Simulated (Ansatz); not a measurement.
# C₃HN₃Si: basis-set convergence

An exercise on one series of results from a longer session: the logs are not shown, and one member is left open.

Program: Ansatz 0.2.0, Gaussian basis. Level of theory: one geometry, several basis sets. These are calculated values, not measurements.

Levels to be run: PBE0-D4/def2-SVP; ωB97M-V/def2-SVP; PBE0-D4/def2-QZVPP; ωB97M-V/def2-QZVPP; the functionals' def2-TZVPP values are taken from earlier runs.

### The geometry

The geometry comes from an earlier relaxation with PBE0-D4 in a triple-zeta def2 set; it is a stationary point, not always the lowest conformer.

SMILES `N#C[SiH](C#N)C#N`, 8 atoms, charge 0, spin multiplicity 1.

Atoms are counted from 1 here; the program's logs count them from 0.

Bond lengths: N1–C2 1.151 Å, C2–Si3 1.830 Å, Si3–C4 1.830 Å, Si3–C6 1.830 Å, Si3–H8 1.470 Å, C4–N5 1.151 Å, C6–N7 1.151 Å. Angles: N1–C2–Si3 178.6°, C2–Si3–C4 108.2°, C2–Si3–C6 108.2°, C2–Si3–H8 110.7°, C4–Si3–C6 108.2°, C4–Si3–H8 110.7°, C6–Si3–H8 110.7°, Si3–C4–N5 178.5°, Si3–C6–N7 178.7°.

Set-up of the first run:

in.yaml reads:

```yaml
crystal:
  periodic: [false, false, false]
  atoms:
    - {symbol: N, position_ang: [2.394749, -1.582406, -0.120631]}
    - {symbol: C, position_ang: [1.378117, -1.059047, 0.010323]}
    - {symbol: Si, position_ang: [-0.252128, -0.260109, 0.244223]}
    - {symbol: C, position_ang: [-0.998548, 0.012943, -1.404710]}
    - {symbol: N, position_ang: [-1.492642, 0.168122, -2.432516]}
    - {symbol: C, position_ang: [0.017410, 1.371792, 1.028411]}
    - {symbol: N, position_ang: [0.171593, 2.390018, 1.542258]}
    - {symbol: H, position_ang: [-1.126351, -1.098313, 1.076843]}
basis:
  gaussian: {orbitals: def2-SVP}
hamiltonian: {xc: pbe0, dispersion: d4}
output: {orbitals: {seedname: orbitals}}
```

Started as:

```bash
> ansatz run in.yaml --threads 4 --pin off --events-out ev --progress --plain --max-ram 10444MiB
```

Among the steps run: PBE0-D4 in def2-SVP; ωB97M-V in def2-SVP; PBE0-D4 in def2-QZVPP; ωB97M-V in def2-QZVPP.

One of the session's tables, all rows but one given; the rest of the session is left out.

It belongs to the step «Density functionals: the series». 

| functional | basis | HOMO (eV) | LUMO (eV) |
| --- | --- | --- | --- |
| PBE0-D4 | def2-SVP | -10.84 | -2.23 |
| PBE0-D4 | def2-TZVPP | ? | ? |
| PBE0-D4 | def2-QZVPP | -10.95 | -2.46 |
| ωB97M-V | def2-SVP | -13.09 | -0.06 |
| ωB97M-V | def2-TZVPP | -13.23 | -0.30 |
| ωB97M-V | def2-QZVPP | -13.25 | -0.35 |

Q: Estimate the row for PBE0-D4, def2-TZVPP from the others.

**Answer.** HOMO (eV): -10.93; LUMO (eV): -2.43. In the column «HOMO (eV)» it lies between PBE0-D4, def2-QZVPP (-10.95) and PBE0-D4, def2-SVP (-10.84).
